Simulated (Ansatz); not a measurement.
What does this script print? It uses Ansatz's Python interface.

`dimer.py`
```python
'''Interaction energy of two BH5Si molecules, with the counterpoise correction.'''

import ansatz as az

FIRST = [
    ('B', (-0.0369, -1.171, 0.2153)),
    ('Si', (0.0275, 0.7773, -0.1357)),
    ('H', (-1.1748, -1.6436, 0.2828)),
    ('H', (0.9744, -1.7561, 0.3126)),
    ('H', (-0.6308, 1.0849, -1.4267)),
    ('H', (-0.6307, 1.5275, 0.9544)),
    ('H', (1.4716, 1.1809, -0.203)),
]
SECOND = [
    ('B', (3.9142, 3.7404, -1.3898)),
    ('Si', (4.5176, 2.1506, -0.3741)),
    ('H', (4.452, 3.8808, -2.4916)),
    ('H', (3.0891, 4.4265, -0.9176)),
    ('H', (4.2295, 0.9161, -1.1408)),
    ('H', (5.9641, 2.2339, -0.0823)),
    ('H', (3.7595, 2.1223, 0.921)),
]

def energy(atoms, ghosts=()):
    molecule = az.Crystal.molecule()
    for symbol, xyz in atoms:
        molecule = molecule.atom(symbol, xyz)
    calc = (
        molecule.calculation()
        .basis(gaussian='def2-SVP')
        .functional('b3lyp')
    )
    deck = calc.input()
    if ghosts:
        deck = deck.set(az.key.basis.gaussian.ghost_atoms, [{'symbol': s, 'position_ang': list(xyz)} for s, xyz in ghosts])
    return az.Session.from_dict(deck).plan().execute().report['free_energy_ev']


def main() -> None:
    # monomers in their own basis and in the basis of the dimer
    both = energy(FIRST + SECOND)
    alone = energy(FIRST) + energy(SECOND)
    ghosted = energy(FIRST, SECOND) + energy(SECOND, FIRST)
    print(f'dimer {both:.6f} eV')
    print(f'interaction, uncorrected   {(both - alone):8.3f} eV')
    print(f'interaction, counterpoise  {(both - ghosted):8.3f} eV')
    print(f'basis-set superposition    {(alone - ghosted):8.3f} eV')


if __name__ == '__main__':
    main()
```

Running `python dimer.py` prints:
```text
dimer -17263.163997 eV
interaction, uncorrected      0.008 eV
interaction, counterpoise     0.020 eV
basis-set superposition       0.012 eV
```

Uncorrected it is 0.008 eV, with the counterpoise correction 0.020 eV; the difference, 0.01 eV, is the superposition error. In this basis both values are repulsive.

Reading the output:
- The settings weren't tested for convergence.
- The dimer is a generated trial pose of unrelaxed monomers, not a minimum, so the figure is no binding energy, and the basis set is small.
- b3lyp holds the VWN-RPA fit, as in Gaussian; the form of ORCA and Turbomole is b3lyp5.
- This level lacks the dispersion part of the attraction (electrostatics and induction are there), which can decide the sign where the interaction is weak.
- Hardware and time: 9.7 s on 1 thread of Arm Neoverse V2, with other jobs on the host, peak memory 0.26 GiB.

(Lines on the test bed's own set-up are left out of the output.)
